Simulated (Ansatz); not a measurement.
# CH₄ClGeO₂ radical: a ladder of functionals and wavefunction methods

An exercise on one series of results from a longer session: the logs are not shown, and one member is left open.

Computed with Ansatz 0.2.0, Gaussian basis. Level: functionals in def2-TZVPP, the program's frozen cores in correlated methods.

Levels to be run: PBE-D4, r2SCAN-D4, PBE0-D4, B3LYP-D4, ωB97X-V, ωB97M-V, B2PLYP; CCSD(T)/def2-TZVPP; MP2/def2-QZVPP; extrapolation to the limit.

### The geometry

An earlier PBE0-D4 in a triple-zeta def2 set relaxation fixed the geometry.

SMILES `C[O][Ge]([OH])[Cl]`, 9 atoms, charge 0, spin multiplicity 2.

Atoms are counted from 1 here; the program's logs count them from 0.

Bond lengths: C1–O2 1.413 Å, C1–H6 1.095 Å, C1–H7 1.092 Å, C1–H8 1.095 Å, O2–Ge3 1.776 Å, Ge3–O4 1.768 Å, Ge3–Cl5 2.173 Å, O4–H9 0.964 Å. Angles: O2–C1–H6 111.9°, O2–C1–H7 107.3°, O2–C1–H8 111.5°, H6–C1–H7 108.6°, H6–C1–H8 109.0°, H7–C1–H8 108.4°, C1–O2–Ge3 122.5°, O2–Ge3–O4 103.1°, O2–Ge3–Cl5 109.6°, O4–Ge3–Cl5 108.4°, Ge3–O4–H9 110.1°.

Set-up of the first run:

Contents of in.yaml:

```yaml
crystal:
  periodic: [false, false, false]
  atoms:
    - {symbol: C, position_ang: [0.654143, -1.295427, 0.414501]}
    - {symbol: O, position_ang: [-0.275341, -0.492828, -0.284758]}
    - {symbol: Ge, position_ang: [-0.760708, 1.117743, 0.283616]}
    - {symbol: O, position_ang: [-1.562479, 1.817259, -1.128945]}
    - {symbol: Cl, position_ang: [1.009109, 2.299585, 0.723503]}
    - {symbol: H, position_ang: [1.549100, -0.731681, 0.696467]}
    - {symbol: H, position_ang: [0.949381, -2.107501, -0.252913]}
    - {symbol: H, position_ang: [0.210140, -1.732576, 1.314676]}
    - {symbol: H, position_ang: [-1.773346, 1.125408, -1.766147]}
basis:
  gaussian: {orbitals: def2-TZVPP}
magnetization: {spin_polarized: true, initial_magnetization: 1}
hamiltonian: {xc: pbe, dispersion: d4}
output: {forces: true, orbitals: {seedname: orbitals}}
```

Run with:

```
$ ansatz run in.yaml --threads 2 --pin off --events-out ev --progress --plain --max-ram 20480MiB --backend cpu
```

Among the steps run: PBE-D4 (GGA); r2SCAN-D4 (meta-GGA); PBE0-D4 (hybrid); B3LYP-D4 (hybrid); ωB97X-V (range-separated); ωB97M-V (range-separated); B2PLYP (double hybrid); CCSD(T) in def2-TZVPP; MP2 in def2-QZVPP.

One table of the session follows, with a row left open; its other results are not shown here.

It belongs to the step «Atomisation energies». 

```
            method  atomisation energy (eV)
            PBE-D4                   33.643
         r2SCAN-D4                   33.038
           PBE0-D4                   32.653
          B3LYP-D4                   32.577
           ωB97X-V                   32.834
           ωB97M-V                   32.753
            B2PLYP                   32.332
     HF/def2-TZVPP                        ?
    MP2/def2-TZVPP                   32.820
   CCSD/def2-TZVPP                   31.254
CCSD(T)/def2-TZVPP                   31.901
           MP2/CBS                   33.690
       CCSD(T)/CBS                   32.771
```

**Question.** Estimate the row for HF/def2-TZVPP.

**Answer.** atomisation energy (eV): 22.527. In the column «atomisation energy (eV)» it is the lowest.

Caveats from the session: Free atoms (1 C, 2 O, 1 Ge, 1 Cl, 4 H) were run apart at each level; the atomisation energy is their sum less the molecule, without zero-point or spin-orbit terms.
